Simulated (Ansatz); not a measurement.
**C6H13NO: how energies converge with the basis set**

An exercise on one series of results from a longer session: the logs are not shown, and one member is left open.

Method: one geometry, several basis sets; program: Ansatz 0.2.0, Gaussian basis.

Plan: PBE0-D4/def2-SVP; ωB97M-V/def2-SVP; PBE0-D4/def2-QZVPP; ωB97M-V/def2-QZVPP; the functionals' def2-TZVPP values are taken from earlier runs.

### The geometry

An earlier PBE0-D4 in a triple-zeta def2 set relaxation fixed the geometry.

SMILES `CCCCNC(C)=O`, 21 atoms, charge 0, spin multiplicity 1.

Atoms are counted from 1 here; the program's logs count them from 0.

Bond lengths: C1–C2 1.519 Å, C1–H9 1.094 Å, C1–H10 1.093 Å, C1–H11 1.092 Å, C2–C3 1.519 Å, C2–H12 1.097 Å, C2–H13 1.096 Å, C3–C4 1.520 Å, C3–H14 1.097 Å, C3–H15 1.095 Å, C4–N5 1.444 Å, C4–H16 1.094 Å, C4–H17 1.092 Å, N5–C6 1.356 Å, N5–H18 1.004 Å, C6–C7 1.508 Å, C6–O8 1.216 Å, C7–H19 1.091 Å and more. Angles: C2–C1–H9 111.1°, C2–C1–H10 111.0°, C2–C1–H11 111.6°, H9–C1–H10 107.5°, H9–C1–H11 107.7°, H10–C1–H11 107.7°, C1–C2–C3 112.8°, C1–C2–H12 109.6°, C1–C2–H13 109.6°, C3–C2–H12 109.4°, C3–C2–H13 109.1°, H12–C2–H13 106.1°, C2–C3–C4 112.4°, C2–C3–H14 109.7°, C2–C3–H15 109.9°, C4–C3–H14 109.5°, C4–C3–H15 108.4°, H14–C3–H15 106.8° and more.

Set-up of the first run:

in.yaml

```yaml
crystal:
  periodic: [false, false, false]
  atoms:
    - {symbol: C, position_ang: [-0.411111, -3.371726, 0.071323]}
    - {symbol: C, position_ang: [0.452899, -2.223136, -0.419116]}
    - {symbol: C, position_ang: [-0.195783, -0.865838, -0.209217]}
    - {symbol: C, position_ang: [0.678510, 0.277194, -0.699955]}
    - {symbol: N, position_ang: [0.093262, 1.579881, -0.488890]}
    - {symbol: C, position_ang: [0.258634, 2.257947, 0.673474]}
    - {symbol: C, position_ang: [-0.474226, 3.572537, 0.772526]}
    - {symbol: O, position_ang: [0.957218, 1.843482, 1.578244]}
    - {symbol: H, position_ang: [-1.371276, -3.394359, -0.451887]}
    - {symbol: H, position_ang: [-0.620884, -3.275683, 1.140034]}
    - {symbol: H, position_ang: [0.076028, -4.336515, -0.086601]}
    - {symbol: H, position_ang: [0.676747, -2.359692, -1.484005]}
    - {symbol: H, position_ang: [1.418577, -2.242094, 0.098545]}
    - {symbol: H, position_ang: [-1.163171, -0.834058, -0.725514]}
    - {symbol: H, position_ang: [-0.400539, -0.711131, 0.855019]}
    - {symbol: H, position_ang: [0.892981, 0.163267, -1.766944]}
    - {symbol: H, position_ang: [1.631636, 0.264649, -0.166992]}
    - {symbol: H, position_ang: [-0.553699, 1.939169, -1.167658]}
    - {symbol: H, position_ang: [-1.013085, 3.846139, -0.136004]}
    - {symbol: H, position_ang: [-1.180111, 3.515193, 1.602804]}
    - {symbol: H, position_ang: [0.247414, 4.354773, 1.010794]}
basis:
  gaussian: {orbitals: def2-SVP}
hamiltonian: {xc: pbe0, dispersion: d4}
output: {orbitals: {seedname: orbitals}}
```

On the command line:

```console
$ ansatz run in.yaml --threads 2 --pin off --events-out ev --progress --plain --max-ram 22528MiB --backend cpu
```

Among the steps run: PBE0-D4 in def2-SVP; ωB97M-V in def2-SVP; PBE0-D4 in def2-QZVPP; ωB97M-V in def2-QZVPP.

One table of the session follows, with a row left open; its other results are not shown here.

It belongs to the step «Density functionals: the series». 

```
functional       basis  HOMO (eV)  LUMO (eV)
   PBE0-D4    def2-SVP          ?          ?
   PBE0-D4  def2-TZVPP      -7.14       0.78
   PBE0-D4  def2-QZVPP      -7.18       0.33
   ωB97M-V    def2-SVP      -9.33       3.11
   ωB97M-V  def2-TZVPP      -9.52       2.21
   ωB97M-V  def2-QZVPP      -9.55       1.41
```

**Question.** Estimate the row for PBE0-D4, def2-SVP.

**Answer.** HOMO (eV): -6.96; LUMO (eV): 1.13. In the column «HOMO (eV)» it is the highest.
